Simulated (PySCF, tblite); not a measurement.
# C4H14BGeN: geometry, infrared bands and NMR shifts

Wanted: the infrared bands and NMR shifts of C4H14BGeN (`B[N](C)[GeH2][CH](C)C`), by calculation.

Programs: tblite 0.8.0 and PySCF 2.14.0, with density-fitted response routines of our own. Each step states its level of theory. These are calculated values for one molecule in the gas phase, unless marked as measured. Atoms count from 0, in the outputs and in this text.

### 1 The molecule as given

21 atoms, charge 0, multiplicity 1; geometry from: force field or distance geometry start.

Bonds of the start (Å): B0–N1 1.53, N1–C2 1.48, N1–Ge3 1.87, Ge3–C4 1.97, C4–C5 1.53, C4–C6 1.53, B0–H7 1.17, B0–H8 1.18, C2–H9 1.11, C2–H10 1.10, C2–H11 1.12, Ge3–H12 1.55, Ge3–H13 1.54, C4–H14 1.10, C5–H15 1.10, C5–H16 1.11, C5–H17 1.11, C6–H18 1.11, C6–H19 1.11, C6–H20 1.11.

### 2 Geometry optimisation with GFN2-xTB

The job: settings as JSON, then the geometry in Å.

```
{"job": {"kind": "relax", "xc": "GFN2-xTB", "basis": "xTB"}, "charge": 0, "multiplicity": 1}
B      2.639000    -0.038700    -1.406600
N      1.504300    -0.593100    -0.541300
C      2.068800    -1.068000     0.747200
Ge     0.305300     0.808500    -0.215400
C     -1.268000     0.126400     0.746900
C     -2.271700     1.262700     0.951300
C     -1.898300    -1.014700    -0.053200
H      2.845300    -0.504500    -2.462800
H      3.305400     0.858900    -1.024300
H      2.547200    -0.240700     1.313400
H      2.794100    -1.880800     0.569100
H      1.243400    -1.494500     1.370800
H      0.986700     1.899500     0.657200
H     -0.144500     1.413100    -1.558900
H     -0.944200    -0.245000     1.732700
H     -2.608800     1.676400    -0.008500
H     -3.149200     0.897000     1.519800
H     -1.796000     2.072200     1.543600
H     -1.167100    -1.840500    -0.165900
H     -2.777100    -1.413600     0.500500
H     -2.223500    -0.663600    -1.050500
```

The run is started by

```console
OMP_NUM_THREADS=1 python probes_run.py task.json out
```

The driver reads the jobs from task.json and runs them one after another.

Standard output:

```text
step      E/eV     max force
  0    -592.15448    1.887
  1    -592.26703    0.940
  2    -592.31599    0.498
  3    -592.32966    0.309
  4    -592.35356    0.402
  5    -592.36813    0.479
  6    -592.39944    0.503
  7    -592.42398    0.453
  8    -592.45270    0.513
  9    -592.48096    0.632
 10    -592.51712    0.701
 11    -592.56511    0.711
 12    -592.64819    1.044
 13    -592.75982    1.162
 14    -592.87833    0.812
 15    -592.94326    1.148
 16    -592.89857    1.522
 17    -593.05592    0.636
 18    -593.10235    0.588
 19    -593.22931    0.929
 20    -593.26975    0.547
 21    -593.30872    0.448
 22    -593.33726    0.286
 23    -593.34834    0.306
 24    -593.35977    0.306
 25    -593.36594    0.208
 26    -593.37030    0.131
 27    -593.37298    0.144
 28    -593.37749    0.156
 29    -593.38138    0.127
 30    -593.38450    0.110
 31    -593.38680    0.105
 32    -593.38898    0.103
 33    -593.39111    0.113
 34    -593.39294    0.093
 35    -593.39421    0.071
 36    -593.39514    0.058
 37    -593.39608    0.064
 38    -593.39711    0.078
 39    -593.39811    0.088
 40    -593.39907    0.088
 41    -593.40008    0.089
 42    -593.40133    0.104
 43    -593.40294    0.129
 44    -593.40475    0.138
 45    -593.40641    0.113
 46    -593.40774    0.091
 47    -593.40899    0.098
 48    -593.41077    0.146
 49    -593.41350    0.196
 50    -593.41663    0.186
 51    -593.41927    0.126
 52    -593.42144    0.105
 53    -593.42368    0.155
 54    -593.42660    0.205
 55    -593.43025    0.194
 56    -593.43363    0.117
 57    -593.43631    0.093
 58    -593.43843    0.140
 59    -593.44013    0.171
 60    -593.44157    0.113
 61    -593.44283    0.056
 62    -593.44368    0.073
 63    -593.44441    0.090
 64    -593.44515    0.072
 65    -593.44587    0.060
 66    -593.44674    0.057
 67    -593.44771    0.073
 68    -593.44860    0.070
 69    -593.44936    0.063
 70    -593.45008    0.072
 71    -593.45095    0.066
 72    -593.45197    0.075
 73    -593.45308    0.092
 74    -593.45422    0.084
 75    -593.45549    0.074
 76    -593.45666    0.071
 77    -593.45765    0.073
 78    -593.45839    0.059
 79    -593.45932    0.052
 80    -593.46029    0.065
 81    -593.46125    0.084
 82    -593.46206    0.077
 83    -593.46288    0.062
 84    -593.46373    0.056
 85    -593.46460    0.054
 86    -593.46525    0.054
 87    -593.46571    0.051
 88    -593.46622    0.051
 89    -593.46676    0.042
 90    -593.46726    0.051
 91    -593.46769    0.056
 92    -593.46810    0.044
 93    -593.46851    0.044
 94    -593.46891    0.056
 95    -593.46928    0.055
 96    -593.46961    0.046
 97    -593.46989    0.027
 98    -593.47012    0.029
 99    -593.47034    0.033
100    -593.47053    0.032
101    -593.47071    0.036
102    -593.47087    0.035
103    -593.47104    0.032
104    -593.47126    0.048
105    -593.47156    0.057
106    -593.47193    0.058
107    -593.47234    0.049
108    -593.47272    0.045
109    -593.47303    0.039
110    -593.47322    0.028
111    -593.47337    0.032
112    -593.47350    0.030
113    -593.47371    0.032
114    -593.47391    0.031
115    -593.47414    0.032
116    -593.47434    0.031
117    -593.47454    0.032
118    -593.47476    0.034
119    -593.47496    0.032
120    -593.47509    0.024
121    -593.47516    0.019
122    -593.47525    0.025
123    -593.47540    0.038
124    -593.47559    0.039
125    -593.47576    0.025
126    -593.47587    0.019
127    -593.47595    0.024
128    -593.47606    0.038
129    -593.47620    0.043
130    -593.47633    0.035
131    -593.47643    0.022
132    -593.47652    0.022
133    -593.47662    0.030
134    -593.47672    0.032
135    -593.47680    0.020
136    -593.47685    0.016
137    -593.47688    0.018
138    -593.47694    0.023
139    -593.47702    0.029
140    -593.47711    0.030
141    -593.47722    0.031
142    -593.47733    0.028
143    -593.47743    0.025
144    -593.47752    0.020
145    -593.47759    0.023
146    -593.47766    0.025
147    -593.47773    0.029
148    -593.47780    0.024
149    -593.47785    0.019
150    -593.47790    0.016
151    -593.47795    0.025
152    -593.47802    0.033
153    -593.47812    0.032
154    -593.47820    0.022
155    -593.47827    0.019
156    -593.47832    0.016
157    -593.47837    0.021
158    -593.47842    0.017
159    -593.47846    0.015
160    -593.47849    0.012
161    -593.47852    0.013
162    -593.47856    0.016
163    -593.47862    0.018
164    -593.47867    0.018
165    -593.47873    0.017
166    -593.47880    0.023
167    -593.47891    0.028
168    -593.47906    0.030
169    -593.47919    0.025
170    -593.47928    0.023
171    -593.47933    0.017
172    -593.47938    0.021
173    -593.47943    0.017
174    -593.47948    0.012
175    -593.47951    0.010
```

Run time: 1.2 s. Hardware: 1 thread of Arm Neoverse V2, shared host; peak memory 0.18 GiB.

Along the way: (not every step is listed)

| step | energy from step 0 (eV) | largest force (eV/Å) |
| --- | --- | --- |
| 0 | 0.0000 | 1.8873 |
| 1 | -0.1125 | 0.9403 |
| 2 | -0.1615 | 0.4980 |
| 3 | -0.1752 | 0.3091 |
| 4 | -0.1991 | 0.4020 |
| 5 | -0.2136 | 0.4789 |
| 6 | -0.2450 | 0.5028 |
| 7 | -0.2695 | 0.4528 |
| 8 | -0.2982 | 0.5128 |
| 24 | -1.2053 | 0.3063 |
| 40 | -1.2446 | 0.0883 |
| 56 | -1.2791 | 0.1174 |
| 72 | -1.2975 | 0.0746 |
| 88 | -1.3117 | 0.0506 |
| 104 | -1.3168 | 0.0478 |
| 120 | -1.3206 | 0.0236 |
| 136 | -1.3224 | 0.0164 |
| 152 | -1.3235 | 0.0329 |
| 168 | -1.3246 | 0.0304 |
| 170 | -1.3248 | 0.0233 |
| 171 | -1.3248 | 0.0168 |
| 172 | -1.3249 | 0.0210 |
| 173 | -1.3249 | 0.0169 |
| 174 | -1.3250 | 0.0124 |
| 175 | -1.3250 | 0.0095 |

Distances of close pairs at the start and the end, largest changes first:

| bond | before (Å) | after (Å) | change (Å) |
| --- | --- | --- | --- |
| B0–N1 | 1.531 | 1.387 | -0.144 |
| Ge3–C4 | 1.966 | 2.007 | +0.041 |
| Ge3–H13 | 1.540 | 1.504 | -0.036 |
| Ge3–H12 | 1.554 | 1.521 | -0.033 |
| N1–C2 | 1.485 | 1.453 | -0.032 |
| C2–H11 | 1.119 | 1.095 | -0.024 |
| C6–H19 | 1.113 | 1.090 | -0.023 |
| C5–H17 | 1.110 | 1.089 | -0.021 |

The next job starts from the end point, and lists it.

### 3 Infrared spectrum with GFN2-xTB

The job: settings as JSON, then the geometry in Å.

```
{"job": {"kind": "ir", "xc": "GFN2-xTB", "basis": "xTB"}, "charge": 0, "multiplicity": 1}
B      2.257579    -0.525987    -1.518724
N      1.761271    -0.138666    -0.283263
C      2.252056    -0.708348     0.959979
Ge     0.367404     1.066065    -0.031900
C     -1.254475     0.140080     0.703500
C     -2.378367     1.142179     0.937528
C     -1.695565    -0.976004    -0.234912
H      1.794982    -0.039380    -2.480123
H      3.118594    -1.320582    -1.583875
H      2.464685     0.084425     1.684423
H      3.163417    -1.276534     0.784996
H      1.507583    -1.377598     1.402894
H      0.894540     2.099393     0.952476
H      0.119383     1.731129    -1.358152
H     -0.983257    -0.301826     1.668555
H     -2.677282     1.604549    -0.001639
H     -3.248497     0.649743     1.369720
H     -2.055034     1.929374     1.616882
H     -0.887222    -1.689839    -0.392211
H     -2.553619    -1.509525     0.172964
H     -1.977097    -0.565707    -1.203750
```

Standard output:

```text
mode    cm-1     km/mol
  1      36.8      0.19
  2      40.0      1.25
  3      80.1      0.78
  4     108.7      0.14
  5     204.0      0.44
  6     211.0      0.11
  7     223.1      0.07
  8     254.7      0.20
  9     256.4      1.16
 10     304.0      9.19
 11     326.1     19.26
 12     364.5     13.51
 13     452.3     51.98
 14     470.2      1.18
 15     524.3     19.82
 16     545.4     44.77
 17     632.1      7.77
 18     683.2    290.28
 19     791.1    188.35
 20     848.3    138.19
 21     893.1     14.64
 22     926.9      7.89
 23     939.9      4.63
 24     989.0      0.83
 25    1006.7     65.86
 26    1026.7     14.07
 27    1106.1      1.31
 28    1135.3      1.19
 29    1138.8     22.80
 30    1168.0      1.43
 31    1181.5     27.30
 32    1242.9      8.40
 33    1299.9      0.15
 34    1387.4    133.41
 35    1408.1      6.61
 36    1419.5      2.43
 37    1427.3     58.70
 38    1482.4      7.56
 39    1488.3      0.61
 40    1490.1     11.25
 41    1496.5      1.68
 42    1498.7      3.12
 43    1503.2      5.09
 44    1845.4    393.50
 45    1986.9    416.38
 46    2588.7    183.20
 47    2613.4    217.82
 48    2904.1     44.53
 49    2914.8     49.53
 50    2934.5     50.47
 51    3000.7     22.64
 52    3004.0     29.22
 53    3007.6     84.51
 54    3010.6     22.07
 55    3014.4     47.58
 56    3016.4     27.97
 57    3018.9     37.68
```

Wall time 0.7 s (1 thread of Arm Neoverse V2, shared host); peak memory 0.18 GiB.

Which atoms move in the most intense modes:

| cm⁻¹ | km/mol | atoms |
| --- | --- | --- |
| 683 | 290.3 | H12 67 %, H13 26 % |
| 791 | 188.3 | H12 50 %, H13 47 % |
| 848 | 138.2 | H7 37 %, H8 36 %, B0 26 % |
| 1387 | 133.4 | N1 29 %, B0 27 %, C2 13 %, H10 11 % |
| 1845 | 393.5 | H12 90 % |
| 1987 | 416.4 | H13 90 % |
| 2589 | 183.2 | H8 59 %, H7 37 % |
| 2613 | 217.8 | H7 55 %, H8 33 %, B0 11 % |

### 4 Nuclear shieldings: PBE0/pcSseg-1

Settings changed since step 3:

```diff
@@ -1,2 +1,2 @@
-{"job": {"kind": "ir", "xc": "GFN2-xTB", "basis": "xTB"}, "charge": 0, "multiplicity": 1}
+{"job": {"kind": "nmr", "xc": "PBE0", "basis": "pcSseg-1"}, "charge": 0, "multiplicity": 1}
 B      2.257579    -0.525987    -1.518724
```

Level: GIAO PBE0/pcSseg-1 NMR shielding, non-relativistic, gas phase.

Standard output:

```text
coarse grid: 73048 points
cycle   1  E = -2316.5791919816  dE = -2.723e-01  |g| = 9.494e-01  |ddm| = 3.921e+00
cycle   2  E = -2316.5395202554  dE =  3.967e-02  |g| = 1.017e+00  |ddm| = 1.163e+00
cycle   3  E = -2316.6690954946  dE = -1.296e-01  |g| = 1.300e-01  |ddm| = 7.308e-01
cycle   4  E = -2316.6715826512  dE = -2.487e-03  |g| = 6.866e-02  |ddm| = 1.215e-01
cycle   5  E = -2316.6725255476  dE = -9.429e-04  |g| = 1.078e-02  |ddm| = 5.033e-02
cycle   6  E = -2316.6725518722  dE = -2.632e-05  |g| = 3.299e-03  |ddm| = 1.308e-02
cycle   7  E = -2316.6725544620  dE = -2.590e-06  |g| = 8.036e-04  |ddm| = 3.487e-03
final grid: 155280 points
cycle   8  E = -2316.6725018818  dE = -7.194e-08  |g| = 9.655e-04  |ddm| = 2.993e-03
cycle   9  E = -2316.6725017095  dE =  1.723e-07  |g| = 1.311e-03  |ddm| = 2.046e-03
cycle  10  E = -2316.6725021024  dE = -3.929e-07  |g| = 1.276e-04  |ddm| = 1.132e-03
cycle  11  E = -2316.6725021063  dE = -3.929e-09  |g| = 3.658e-05  |ddm| = 1.490e-04
cycle  12  E = -2316.6725021066  dE = -2.451e-10  |g| = 5.256e-06  |ddm| = 2.491e-05
converged SCF energy = -2316.6725021066

GIAO shielding tensors (ppm)
atom      isotropic    diamagn.    paramagn.     s11        s22        s33       span
  0 B       58.828     198.041    -139.213     25.490     45.494    105.500     80.010
  1 N      124.464     329.774    -205.310     -4.435    134.164    243.663    248.098
  2 C      141.205     245.597    -104.392    113.134    125.651    184.831     71.697
  3 Ge    1352.969    2758.453   -1405.484   1245.879   1313.665   1499.364    253.485
  4 C      165.984     250.277     -84.293    156.874    169.451    171.628     14.754
  5 C      167.422     246.503     -79.081    154.450    159.440    188.377     33.927
  6 C      166.521     249.099     -82.578    156.599    157.275    185.690     29.091
  7 H       27.054      32.665      -5.611     23.932     25.891     31.339      7.407
  8 H       26.629      31.610      -4.981     24.238     26.581     29.067      4.828
  9 H       28.632      29.458      -0.827     24.159     26.983     34.752     10.593
 10 H       28.247      29.219      -0.972     24.431     26.237     34.074      9.643
 11 H       28.501      31.431      -2.930     23.445     27.899     34.160     10.715
 12 H       26.870      31.100      -4.230     20.435     22.695     37.480     17.045
 13 H       27.089      31.781      -4.692     20.692     22.841     37.733     17.041
 14 H       30.000      33.935      -3.935     26.235     28.547     35.216      8.981
 15 H       30.807      30.118       0.689     26.474     29.210     36.736     10.262
 16 H       30.352      28.717       1.635     25.890     27.377     37.790     11.900
 17 H       30.381      29.642       0.738     24.939     28.682     37.521     12.582
 18 H       30.150      32.678      -2.528     24.312     29.994     36.144     11.831
 19 H       30.425      30.583      -0.158     26.042     27.396     37.839     11.797
 20 H       30.784      32.140      -1.356     26.841     28.898     36.614      9.773
```

It took 37 s on 1 thread of Arm Neoverse V2, shared host; peak memory 0.88 GiB.

The references, computed at this level on geometries of the same kind, shield at (ppm): 1H TMS 31.72, 13C TMS 186.9, 15N NH3 267.7, 11B BF3·OEt2 100.1, 73Ge GeMe4 1331. Their shielding less the atom's gives the shift. The references are single molecules in the gas phase, so shifts against H2O, NH3, PH3, H3PO4 or CFCl3 are not on the usual liquid scales and can be off by tens of ppm. Atoms listed in one row are averaged.

```
                       atoms                              environment  σ (ppm)  δ (ppm)
                          C2                methyl carbon bonded to N    141.2     45.7
                          C4                      sp3 CH bonded to Ge    166.0     20.9
                      C5, C6                            methyl carbon    167.0     20.0
                      H7, H8          hydrogen on a boron bonded to N    26.84     4.88
                    H12, H13   hydrogen on a germanium bonded to C, N    26.98     4.74
                H9, H10, H11  hydrogen on a methyl carbon bonded to N    28.46     3.26
                         H14       hydrogen on an sp3 CH bonded to Ge    30.00     1.72
H15, H16, H17, H18, H19, H20              hydrogen on a methyl carbon    30.48     1.23
                          B0                   boron bonded to N, 2 H     58.8     41.2
                          N1              nitrogen bonded to C, B, Ge    124.5    143.3
                         Ge3            germanium bonded to C, N, 2 H     1353      -22
```

Charges from the same density, by scheme (e):

```csv
atoms,Mulliken,IAO,Hirshfeld,ESP fit
B0,0.16,-0.05,0.08,0.09
N1,-0.83,-0.41,-0.18,0.00
C2,-0.06,-0.30,-0.07,-0.43
Ge3,0.64,0.73,0.39,0.13
C4,-0.61,-0.32,-0.09,0.38
"C5, C6",-0.21,-0.41,-0.12,-0.53
```

Mayer bond orders: B0–N1 1.35, N1–C2 0.93, N1–Ge3 0.73, Ge3–C4 0.90, C4–C5 1.01, C4–C6 1.01.

### 5 Outcome

| quantity | value |
| --- | --- |
| strongest single infrared mode (GFN2-xTB) | 1987 cm⁻¹, 416 km/mol |
| zero-point energy (GFN2-xTB) | 107.0 kcal/mol |
| 13C shifts against TMS (PBE0/pcSseg-1, means over atoms taken as alike) | 45.7, 20.9, 20.0 ppm |
| 1H shifts against TMS (PBE0/pcSseg-1, means over atoms taken as alike) | 4.88, 4.74, 3.26, 1.72, 1.23 ppm |
| 11B shifts against BF3·OEt2 (PBE0/pcSseg-1) | 41.2 ppm |
| 15N shifts against NH3 (PBE0/pcSseg-1) | 143.3 ppm |
| 73Ge shifts against GeMe4 (PBE0/pcSseg-1) | -22 ppm |

What this shows: The optimisation took 175 steps and gained 1.325 eV; among the close pairs (by a distance rule), B0–N1 changed most, from 1.531 to 1.387 Å. All 57 modes are real, so the xTB geometry is a minimum. The strongest single mode, at 1987 cm⁻¹, moves mainly H13. Unscaled tight-binding wavenumbers are off by several per cent, some by more. Its intensities can rank the bands wrongly. The most deshielded carbon is C2 (methyl carbon bonded to N), at 45.7 ppm: pulled downfield by the heteroatom. Spin-orbit coupling is left out, which matters for shieldings and couplings at and beside the heavy atoms.
